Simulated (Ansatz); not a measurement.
# AlBH₆OSi: basis-set convergence

The task here is to estimate one member of a computed series from the others.

Program: Ansatz 0.2.0, Gaussian basis. Level of theory: one geometry, several basis sets. These are calculated values, not measurements.

Plan: PBE0-D4/def2-SVP; ωB97M-V/def2-SVP; PBE0-D4/def2-QZVPP; ωB97M-V/def2-QZVPP; the functionals' def2-TZVPP values are taken from earlier runs.

## The geometry

The geometry comes from an earlier relaxation with PBE0-D4 in a triple-zeta def2 set; it is a stationary point, not always the lowest conformer.

SMILES `OB[SiH2][AlH2]`, 10 atoms, charge 0, spin multiplicity 1.

Atoms are counted from 1 here; the program's logs count them from 0.

Bond lengths: O1–B2 1.353 Å, O1–H5 0.962 Å, B2–Si3 2.020 Å, B2–H6 1.206 Å, Si3–Al4 2.453 Å, Si3–H7 1.495 Å, Si3–H8 1.492 Å, Al4–H9 1.591 Å, Al4–H10 1.590 Å. Angles: B2–O1–H5 113.5°, O1–B2–Si3 119.4°, O1–B2–H6 119.3°, Si3–B2–H6 121.3°, B2–Si3–Al4 107.9°, B2–Si3–H7 109.0°, B2–Si3–H8 112.6°, Al4–Si3–H7 107.9°, Al4–Si3–H8 110.9°, H7–Si3–H8 108.3°, Si3–Al4–H9 120.0°, Si3–Al4–H10 121.7°, H9–Al4–H10 118.3°.

The first run:

in.yaml

```yaml
crystal:
  periodic: [false, false, false]
  atoms:
    - {symbol: O, position_ang: [-1.608056, 1.723645, -0.121361]}
    - {symbol: B, position_ang: [-0.351433, 1.413421, 0.271993]}
    - {symbol: Si, position_ang: [0.695543, 0.027935, -0.759281]}
    - {symbol: Al, position_ang: [0.360784, -2.141042, 0.337557]}
    - {symbol: H, position_ang: [-2.040061, 2.368332, 0.446731]}
    - {symbol: H, position_ang: [0.100286, 1.928505, 1.264512]}
    - {symbol: H, position_ang: [2.150626, 0.361417, -0.684389]}
    - {symbol: H, position_ang: [0.301886, -0.035603, -2.196497]}
    - {symbol: H, position_ang: [0.994300, -2.413153, 1.770857]}
    - {symbol: H, position_ang: [-0.520774, -3.284657, -0.327124]}
basis:
  gaussian: {orbitals: def2-SVP}
hamiltonian: {xc: pbe0, dispersion: d4}
output: {orbitals: {seedname: orbitals}}
```

The run is started by

```
$ ansatz run in.yaml --threads 2 --pin off --events-out ev --progress --plain --max-ram 4352MiB
```

Steps of the session up to this table: PBE0-D4 in def2-SVP; ωB97M-V in def2-SVP; PBE0-D4 in def2-QZVPP; ωB97M-V in def2-QZVPP.

One of the session's tables, all rows but one given; the rest of the session is left out.

It belongs to the step «Functionals by basis». 

```
functional       basis  HOMO (eV)  LUMO (eV)
   PBE0-D4    def2-SVP      -7.11      -2.02
   PBE0-D4  def2-TZVPP      -7.13      -2.06
   PBE0-D4  def2-QZVPP      -7.14      -2.08
   ωB97M-V    def2-SVP      -9.03      -0.30
   ωB97M-V  def2-TZVPP          ?          ?
   ωB97M-V  def2-QZVPP      -9.09      -0.49
```

Estimate the missing values for ωB97M-V, def2-TZVPP.

**Answer.** HOMO (eV): -9.08; LUMO (eV): -0.40. In the column «HOMO (eV)» it lies between ωB97M-V, def2-QZVPP (-9.09) and ωB97M-V, def2-SVP (-9.03).
